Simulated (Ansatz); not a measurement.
# BH₄NTe (SMILES B[Te]N): functionals against CCSD(T) at one geometry

An exercise on one series of results from a longer session: the logs are not shown, and one member is left open.

The runs use Ansatz 0.2.0, Gaussian basis; single points in def2-TZVPP.

Cores are frozen in the correlated methods. Filled d shells of the heavier atoms are correlated. Core potentials replace the inner electrons past krypton, and spin-orbit coupling is left out.

### The starting structure

SMILES `B[Te]N`, 7 atoms, charge 0, spin multiplicity 1.

Atoms are counted from 1 here; the program's logs count them from 0.

Bond lengths: B1–Te2 2.035 Å, B1–H4 1.238 Å, B1–H5 1.206 Å, Te2–N3 1.942 Å, N3–H6 1.101 Å, N3–H7 1.038 Å. Angles: Te2–B1–H4 121.1°, Te2–B1–H5 127.0°, H4–B1–H5 111.7°, B1–Te2–N3 94.7°, Te2–N3–H6 114.3°, Te2–N3–H7 110.4°, H6–N3–H7 101.0°.

Geometry (Å):

```
B    -0.9147    0.1697   -1.1902
Te    0.6437    1.0990   -0.2698
N     1.0150   -0.3743    0.9405
H    -1.3336   -0.9239   -0.7899
H    -1.5967    0.6076   -2.0837
H     0.2633   -0.5087    1.7335
H     1.8636   -0.1750    1.5046
```

The first run:

Contents of run/in.yaml:

```yaml
crystal:
  periodic: [false, false, false]
  atoms:
    - {symbol: B, position_ang: [-0.914700, 0.169700, -1.190200]}
    - {symbol: Te, position_ang: [0.643700, 1.099000, -0.269800]}
    - {symbol: N, position_ang: [1.015000, -0.374300, 0.940500]}
    - {symbol: H, position_ang: [-1.333600, -0.923900, -0.789900]}
    - {symbol: H, position_ang: [-1.596700, 0.607600, -2.083700]}
    - {symbol: H, position_ang: [0.263300, -0.508700, 1.733500]}
    - {symbol: H, position_ang: [1.863600, -0.175000, 1.504600]}
basis:
  gaussian: {orbitals: def2-TZVPP}
correlation: {method: ccsd_t}
output: {forces: true}
```

The command line of these runs was not kept.

Among the steps run: CCSD(T)/def2-TZVPP; PBE0-D4/def2-TZVPP; wB97M-V/def2-TZVPP; r2SCAN-D4/def2-TZVPP; PBE-D4/def2-TZVPP; BLYP-D4/def2-TZVPP; revPBE-D4/def2-TZVPP.

One table of the session follows, with a row left open; its other results are not shown here.

```
   method  RMS force component (eV/Å)  angle to CCSD(T) forces (°)  dipole (D)
  CCSD(T)                       1.436                    reference        2.18
  PBE0-D4                       1.428                          2.7        2.16
  wB97M-V                       1.450                          3.0        2.03
r2SCAN-D4                       1.440                          1.5        2.21
   PBE-D4                           ?                            ?           ?
  BLYP-D4                       1.502                          8.6        2.30
revPBE-D4                       1.421                          7.6        2.32
```

Estimate the missing values for PBE-D4.

As computed: RMS force component (eV/Å): 1.386; angle to CCSD(T) forces (°): 6.1; dipole (D): 2.34. In the column «RMS force component (eV/Å)» it is the lowest.
